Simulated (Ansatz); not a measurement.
Crystal: HPbNO4.

```xyz
7
Lattice="3.8571 0.0018 -0.0366 0.1735 4.3344 -0.0165 0.7580 0.8387 5.8766" Properties=species:S:1:pos:R:3 pbc="T T T"
H     2.6784    4.0493    1.1289
Pb    3.2640    2.7055    5.3570
N     3.1776    1.4531    2.9117
O     1.3252    2.6900    4.5562
O     2.9731    4.6255    2.8902
O     2.3661    4.0462    0.1903
O     3.3249    2.1006    1.8421
```

The cell was built by a generator and needn't be a form met in nature.

Base run:

```yaml
Program: Ansatz 0.2.0
Functional: PBE
Potentials_or_basis: all-electron LAPW, scalar-relativistic
Cutoff: 764 eV (chosen from the basis error)
Basis_error_allowed: 0.002 eV/atom
k_mesh: 5 × 4 × 4
Occupations: fermi-dirac, width 0.05 eV
Spin: no spin polarisation
```

Its results: band gap on the k mesh 0.26 eV, indirect (least direct gap 0.46 eV); pressure 0.0 GPa; largest force 0.080 eV/Å.

Problem. The run is repeated on the same cell with these changes: potentials or basis from all-electron LAPW, scalar-relativistic to all-electron PAW datasets made for the crystal; k mesh from 5 × 4 × 4 to 7 × 6 × 5. What comes out?

Solution. Band gap on the k mesh 0.36 eV, indirect (least direct gap 0.59 eV); pressure 0.0 GPa; largest force 0.074 eV/Å.

Caveats: spin-orbit coupling is left out, which as a rule narrows the gap of such compounds by several tenths of an eV; an odd mesh through Γ misses points on the zone boundary, where band edges often lie (some runs).

The runs don't all hold the same shells in valence.
